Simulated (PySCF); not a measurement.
# C5H10FGeO radical: geometry, EPR parameters

What EPR parameters should C5H10FGeO radical (`CO[C@@H]1[CH2][GeH2][CH2][C]1F`) show?

The runs use PySCF 2.14.0, with density-fitted response routines of our own; the level of theory stands in each step. All values are computed, except where a source is named. Atoms are numbered from 0 throughout.

## 1. Starting geometry

18 atoms, charge 0, multiplicity 2; geometry from: GFN2-xTB.

Bonds of the start (Å): C0–O1 1.41, O1–C2 1.41, C2–C3 1.53, C3–Ge4 1.98, Ge4–C5 2.02, C5–C6 1.47, C6–F7 1.36, C6–C2 1.50, C0–H8 1.10, C0–H9 1.10, C0–H10 1.09, C2–H11 1.10, C3–H12 1.09, C3–H13 1.09, Ge4–H14 1.50, Ge4–H15 1.51, C5–H16 1.09, C5–H17 1.09.

## 2. Optimising the geometry at PBE0-D3(BJ)/def2-SVP

What the job is given:

```
{"job": {"xc": "PBE0", "basis": "def2-SVP", "d3": "d3bj", "grid": 1, "kind": "geom"}, "charge": 0, "multiplicity": 2}
C      2.162240     0.336720     0.934500
O      1.094980     0.718970     0.103700
C      0.571730    -0.335660    -0.680230
C     -0.456110     0.358350    -1.582750
Ge    -1.719600     0.949540    -0.174480
C     -1.257760    -0.637230     0.994680
C     -0.191790    -1.273330     0.205020
F     -0.510310    -2.458960    -0.388030
H      1.875870    -0.494930     1.586990
H      3.031800     0.036280     0.339170
H      2.416490     1.206320     1.535840
H      1.363840    -0.853100    -1.240430
H      0.023790     1.146660    -2.156190
H     -0.905740    -0.358330    -2.268100
H     -1.393890     2.278750     0.442530
H     -3.162760     0.988090    -0.631370
H     -0.885150    -0.266100     1.950250
H     -2.075130    -1.329400     1.185620
```

Launch:

```
$ OMP_NUM_THREADS=1 python probes_run.py task.json out
```

This one command runs all jobs of the session in turn.

The program printed:

```text
step   0  E = -2447.34966167  max force = 0.017527
step   1  E = -2447.35297303  max force = 0.005873
step   2  E = -2447.35345741  max force = 0.002777
step   3  E = -2447.35364948  max force = 0.002263
step   4  E = -2447.35373853  max force = 0.001659
step   5  E = -2447.35383451  max force = 0.001925
step   6  E = -2447.35388703  max force = 0.001145
step   7  E = -2447.35391588  max force = 0.001204
step   8  E = -2447.35392865  max force = 0.000628
step   9  E = -2447.35393602  max force = 0.000661
step  10  E = -2447.35394031  max force = 0.000391
optimisation converged
```

It took 6.3 min on 1 thread, shared host.

Along the way:

```csv
step,energy from step 0 (eV),largest force component (eV/Å)
0,0.0000,0.9013
1,-0.0901,0.3020
2,-0.1033,0.1428
3,-0.1085,0.1164
4,-0.1109,0.0853
5,-0.1135,0.0990
6,-0.1150,0.0589
7,-0.1158,0.0619
8,-0.1161,0.0323
9,-0.1163,0.0340
10,-0.1164,0.0201
```

Close pairs (by a distance rule), those that changed most:

```csv
bond,before (Å),after (Å),change (Å)
Ge4–H14,1.501,1.538,+0.037
Ge4–H15,1.514,1.541,+0.027
Ge4–C5,2.024,2.002,-0.023
C6–F7,1.363,1.345,-0.018
C2–C6,1.499,1.514,+0.015
C5–C6,1.471,1.485,+0.014
C3–H12,1.087,1.099,+0.012
C0–H9,1.096,1.107,+0.011
```

The final coordinates are the input of the step that follows.

```csv
at the end point,value
point group (found at 0.08 Å tolerance),C1
"rotational constants (GHz, main isotopes)","1.965, 1.123, 0.912"
dipole moment (D),0.76
⟨S²⟩,0.754
```

## 3. EPR parameters: B3LYP/def2-TZVP-core+IGLO-III+pcH-1

What the job is given:

```
{"job": {"kind": "epr"}, "charge": 0, "multiplicity": 2}
C      2.270102     0.199434     0.927115
O      1.243420     0.695386     0.118160
C      0.589904    -0.281255    -0.652275
C     -0.417600     0.467907    -1.530976
Ge    -1.865818     0.884052    -0.253209
C     -1.276777    -0.537480     1.027075
C     -0.204220    -1.205047     0.245932
F     -0.562521    -2.348306    -0.366234
H      1.904820    -0.552073     1.652040
H      3.071752    -0.270623     0.325195
H      2.696836     1.048635     1.478369
H      1.315577    -0.865644    -1.253582
H      0.051213     1.344414    -1.999541
H     -0.802155    -0.197267    -2.318239
H     -1.808296     2.300262     0.343616
H     -3.271300     0.625109    -0.830483
H     -0.883674    -0.052032     1.932597
H     -2.068762    -1.242833     1.311158
```

Method: UKS B3LYP, IGLO-III on C F O, def2-TZVP-core on Ge, pcH-1 on H, non-relativistic, mean-field spin-orbit, GIAO.

The program printed:

```text
UKS, coarse grid
  cycle   1  E = -2448.58605916  |g| = 1.42e+00
  cycle   2  E = -2448.38180726  |g| = 1.23e+00
  cycle   3  E = -2448.69124121  |g| = 4.74e-01
  cycle   4  E = -2448.75411506  |g| = 1.32e-01
  cycle   5  E = -2448.75837081  |g| = 2.34e-02
  cycle   6  E = -2448.75854086  |g| = 7.26e-03
  cycle   7  E = -2448.75855890  |g| = 2.04e-03
  cycle   8  E = -2448.75856179  |g| = 8.56e-04
UKS, final grid
  cycle   1  E = -2448.75861079  |g| = 1.27e-03
  cycle   2  E = -2448.75860969  |g| = 2.18e-03
  cycle   3  E = -2448.75861145  |g| = 1.33e-04
  cycle   4  E = -2448.75861146  |g| = 5.58e-05
  cycle   5  E = -2448.75861146  |g| = 2.20e-05
E = -2448.75861146 Eh   <S^2> = 0.7536 (exact 0.7500)
g shifts (ppm)      1          2          3
  rmc          -203       -203       -203
  gc             -2         31         23
  oz_so       -1593        567       3924
  total       -1798        395       3744
hyperfine (MHz)  atom isotope    a_iso     a_fc   dipolar eigenvalues
    0   13C       3.22       3.22     -1.81     -0.34      2.15
    1   17O      -9.19      -9.19     -1.64      0.57      1.07
    2   13C      -2.39      -2.39     -3.91     -3.18      7.09
    3   13C      35.68      35.82     -3.68     -3.28      6.96
    4  73Ge     -42.23     -42.64     -7.49      3.60      3.89
    5   13C      -2.31      -2.33     -3.89     -2.41      6.30
    6   13C     238.65     238.73    -75.83    -73.10    148.94
    7   19F     165.59     165.45   -214.64   -187.42    402.06
    8    1H       2.35       2.35     -6.29     -3.90     10.18
    9    1H      -0.62      -0.62     -1.99     -1.71      3.70
   10    1H       0.72       0.72     -1.62     -1.23      2.84
   11    1H       8.09       8.08     -5.97     -4.43     10.39
   12    1H      11.36      11.39     -2.80     -0.92      3.71
   13    1H      -2.14      -2.12     -3.39     -1.91      5.29
   14    1H      14.32      14.30     -1.68     -0.55      2.24
   15    1H       9.71       9.69     -1.75     -0.66      2.41
   16    1H      58.29      58.29     -5.30     -5.04     10.34
   17    1H       0.45       0.44     -4.90     -3.47      8.37
```

It took 8.1 min on 1 thread, shared host.

Principal g values 2.00052, 2.00271, 2.00606; g(iso) = 2.00310, against 2.00232 for a free electron.

Mean a(iso) over the nuclei that a row names, and the largest dipolar term of the row (other rows stand at the frozen geometry):

```csv
nuclei,isotope,a(iso) (MHz),"a(iso) (G, at g = 2.0023)",largest dipolar term (MHz)
C6,13C,238.6,85.2,148.9
F7,19F,165.6,59.1,402.1
H16,1H,58.3,20.8,10.3
Ge4,73Ge,-42.2,-15.1,-7.5
C3,13C,35.7,12.7,7.0
H14,1H,14.3,5.1,2.2
H12,1H,11.4,4.1,3.7
H15,1H,9.7,3.5,2.4
O1,17O,-9.2,-3.3,-1.6
H11,1H,8.1,2.9,10.4
C0,13C,3.2,1.1,2.2
C2,13C,-2.4,-0.9,7.1
C5,13C,-2.3,-0.8,6.3
H13,1H,-2.1,-0.8,5.3
```

Mulliken spin populations:

C0 0.02; O1 0.00; C2 -0.04; C3 0.04; Ge4 0.08; C5 -0.08; C6 0.90; F7 0.04; H8 0.00; H9 0.00; H10 0.00; H11 0.00; H12 0.00; H13 0.00; H14 0.01; H15 0.01; H16 0.02; H17 0.00

In first order the couplings over 0.8 MHz of 19F, 1H give 436 distinct lines over 97.0 G, if the averaged nuclei exchange fast.

The fields below are evaluated on a grid from the run's orbitals.

ELF in a plane through or near 6 of the atoms.

Ten even steps from ' ' (0.00) to '@' (1.00):
```
                                                        
                                                        
                            ....                        
                          **@@@@##..                    
                        ..%%@@@@@@==                    
                          ##@@@@@@==..                  
                  ..--..  ::%%@@%%==::..    ..          
          ..::..  ==%%%%--  --**####++----##%%##::      
          ::====::++%%****....++##--....**@@@@@@##      
          ..==**::##**--%%--  ::::++##==++@@@@@@@@::    
          ..++++::==**%%##::  ..::==**==++@@@@@@%%..    
            ::**##**....    ..==##==..::==@@@@@@++      
            ..++%%##::    --**######++--::--==--        
              ==####..  --@@@@@@##--::..                
              ::==::    ++@@@@@@##..                    
                        --@@@@%%--                      
                          --==::                        
                                                        
                                                        
                                                        
```
The map spans 12.0 Å across and 9.7 Å up, centred on the molecule. Atoms in the plane (x, y in Å): C0 (-2.4, -0.2), O1 (-1.2, 0.5), Ge4 (1.9, 0.0), H12 (0.6, 2.3), H15 (3.4, 0.1), H16 (0.3, -2.0).

log10 of the density (e/Å³) in the same plane.

Values, 10 rows by 14 columns:
```
-4.0 -4.0 -4.0 -4.0 -4.0 -4.0 -4.0 -4.0 -4.0 -4.0 -4.0 -4.0 -4.0 -4.0
-4.0 -4.0 -4.0 -4.0 -4.0 -4.0 -3.2 -2.6 -2.6 -3.2 -4.0 -4.0 -4.0 -4.0
-4.0 -4.0 -4.0 -4.0 -3.5 -2.9 -2.0 -0.8 -0.9 -2.0 -2.9 -3.7 -4.0 -4.0
-4.0 -4.0 -3.1 -2.5 -2.0 -1.3 -1.2 -0.3 -0.2 -1.1 -1.9 -2.4 -3.1 -4.0
-4.0 -3.5 -2.2 -1.0 -0.6  0.5  0.2 -0.7 -0.2  0.0 -0.6 -1.0 -2.2 -3.4
-4.0 -3.5 -2.0 -0.5  0.9  0.1 -0.2 -1.2 -0.3  1.8 -0.1 -0.6 -1.9 -3.3
-4.0 -4.0 -2.6 -1.4 -0.4 -1.1 -1.5 -0.5 -0.2 -0.6 -1.2 -1.8 -2.7 -3.8
-4.0 -4.0 -3.6 -2.5 -1.9 -2.2 -1.5 -0.1 -0.6 -1.5 -2.3 -3.1 -3.8 -4.0
-4.0 -4.0 -4.0 -3.9 -3.5 -3.4 -2.6 -1.9 -2.1 -2.6 -3.3 -4.0 -4.0 -4.0
-4.0 -4.0 -4.0 -4.0 -4.0 -4.0 -3.9 -3.5 -3.6 -3.9 -4.0 -4.0 -4.0 -4.0
```
The map spans 12.0 Å across and 9.7 Å up, centred on the molecule. Atoms in the plane (x, y in Å): C0 (-2.4, -0.2), O1 (-1.2, 0.5), Ge4 (1.9, 0.0), H12 (0.6, 2.3), H15 (3.4, 0.1), H16 (0.3, -2.0).

On the surface of density 0.002 e/bohr³ the electrostatic potential runs, from the 1st to the 99th percentile, from -1.01 V near O1 to 0.87 V near Ge4.

The spin density lies nearest to C6 65 %; F7 10 %.

## 4. What came out

| quantity | value |
| --- | --- |
| point group | C1 |
| rotational constants (main isotopes) | 1.97, 1.12, 0.91 GHz |
| g(iso) (B3LYP) | 2.00310 |
| ⟨S²⟩ | 0.754 (exact 0.75) |
| largest a(iso) (averaged by class) | 13C on C6, 238.6 MHz |
| surface potential, 1st and 99th percentile | -1.01 V and 0.87 V |

Over 10 steps the energy fell by 0.116 eV; of the close pairs, Ge4–H14 changed most, 1.501 to 1.538 Å. C6 carries the largest spin population, 0.90 e. The isotropic g lies 0.8 ppt above the free-electron value. The hyperfine terms hold no scalar relativity, which the heavier nuclei need.
